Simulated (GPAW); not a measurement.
Crystal: WSe2.

```
W Se
1.0
     3.29000    0.00000    0.00000
    -1.64500    2.84922    0.00000
     0.00000    0.00000   12.97000
W Se
2 4
Cartesian
  0.0000 1.8995 3.2425
  1.6450 0.9497 9.7275
  0.0000 1.8995 8.0544
  1.6450 0.9497 1.5694
  0.0000 1.8995 11.4006
  1.6450 0.9497 4.9156
```

Base run:

- Program: GPAW 26.7.0
- Functional: LDA
- Potentials or basis: the program's PAW data sets (release 1.2.1) made for this functional
- Cutoff: 600 eV
- Basis: pw
- k mesh: 6 × 6 × 2
- Occupations: fermi-dirac, width 0.05 eV
- Spin: spin-orbit coupling, no magnetisation

Its results: band gap on the k mesh 0.84 eV, indirect (least direct gap 1.26 eV).

Problem. The run is repeated on the same cell with these changes: functional from LDA to GLLB-SC; spin from spin-orbit coupling, no magnetisation to no spin polarisation. What comes out?

Solution. Band gap on the k mesh, kohn-sham part alone 1.09 eV, indirect (least direct gap 1.50 eV).

Several settings changed at once, so the effect can't be laid on one alone.

Caveats: spin-orbit coupling was added after a scalar SCF, so levels and gaps hold it while energy, forces, pressure and moments don't (some runs); this program's spin-orbit splittings come out too wide for heavy elements (some runs); a model potential gives levels but no total energy (some runs); spin-orbit coupling is left out, which moves the levels of the heavy elements (some runs).

A k mesh can miss the band edges.

Not every run made on this cell is shown here.
